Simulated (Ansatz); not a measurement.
# Ga2O3: the cost of one run

Code: Ansatz 0.2.0. PAW datasets, plane waves. Calculated at 0 K for a non-magnetic cell.

### 1 Starting point

The unstrained cell was relaxed with r2SCAN; in each strained cell the atoms were relaxed again with r2SCAN. Names of k-points are those of the unstrained zone, where strain can split equivalent points. First state: +3.0 % strain along z alone.

It is trigonal, R-3c (No. 167); conventional cell a = 4.985 Å, c = 13.845 Å, 9.93 Å³ an atom. Near Ga stand 6 O at 1.94–2.09 Å; near O stand 4 Ga at 1.94–2.09 Å.

Coordinates:

```cif
data_structure
_symmetry_space_group_name_H-M 'P 1'
_symmetry_Int_Tables_number 1
_cell_length_a 5.4388
_cell_length_b 5.4388
_cell_length_c 5.4388
_cell_angle_alpha 54.547
_cell_angle_beta 54.547
_cell_angle_gamma 54.547
_cell_volume 99.30
loop_
_atom_site_label
_atom_site_type_symbol
_atom_site_fract_x
_atom_site_fract_y
_atom_site_fract_z
_atom_site_occupancy
Ga1 Ga 0.85441 0.85441 0.85441 1
Ga2 Ga 0.35441 0.35441 0.35441 1
Ga3 Ga 0.14559 0.14559 0.14559 1
Ga4 Ga 0.64559 0.64559 0.64559 1
O1 O 0.44591 0.05409 0.75000 1
O2 O 0.05409 0.75000 0.44591 1
O3 O 0.55409 0.94591 0.25000 1
O4 O 0.25000 0.55409 0.94591 1
O5 O 0.94591 0.25000 0.55409 1
O6 O 0.75000 0.44591 0.05409 1
```

From earlier runs on the unstrained cell: PBE 2.85 eV, r2SCAN 3.55 eV, HSE06 4.62 eV; a = 4.985 Å, c = 13.442 Å.

### 2 +3.0 % strain along z alone: PBE

Contents of input.yaml:

```yaml
crystal:
  lattice:
    - [2.492259744, 1.4389068341, 4.6150633403]
    - [-2.492259744, 1.4389068341, 4.6150633403]
    - [0.0, -2.8778136682, 4.6150633403]
  atoms:
    - { symbol: Ga, position: [0.8544077177, 0.8544077177, 0.8544077177] }
    - { symbol: Ga, position: [0.3544077177, 0.3544077177, 0.3544077177] }
    - { symbol: Ga, position: [0.1455922823, 0.1455922823, 0.1455922823] }
    - { symbol: Ga, position: [0.6455922823, 0.6455922823, 0.6455922823] }
    - { symbol: O, position: [0.4459052929, 0.0540947071, 0.75] }
    - { symbol: O, position: [0.0540947071, 0.75, 0.4459052929] }
    - { symbol: O, position: [0.5540947071, 0.9459052929, 0.25] }
    - { symbol: O, position: [0.25, 0.5540947071, 0.9459052929] }
    - { symbol: O, position: [0.9459052929, 0.25, 0.5540947071] }
    - { symbol: O, position: [0.75, 0.4459052929, 0.0540947071] }
kpoints:
  mp_grid: { grid: [6, 6, 6] }
  band_path:
    path:
      - [0.0, 0.0, 0.0]
      - [0.5, 0.5, 0.5]
      - [0.764580087, 0.235419913, 0.5]
      - [0.5, -0.235419913, 0.235419913]
      - [0.5, 0.0, 0.0]
      - [0.3677099565, -0.3677099565, 0.0]
      - [0.6322900435, 0.0, 0.3677099565]
      - [0.5, 0.0, 0.5]
      - [0.0, 0.161458, -0.161458]
    npoints: 1
hamiltonian:
  xc: pbe
scf:
  occupations: { method: fermi_dirac, width: 0.02 }
  n_extra_bands: 6
output:
  forces: true
  stress: true
  eigenvalues: true
```

Run with:

```console
> ansatz run input.yaml --threads 2 --pin off --max-ram 29491MiB --backend cpu --events-out ev --progress --plain --runs-dir out
```

What time and memory should one allow on 2 threads of AMD EPYC 7R13 (Zen 3), shared host?

About 4.4 s, with a peak of 0.59 GiB.
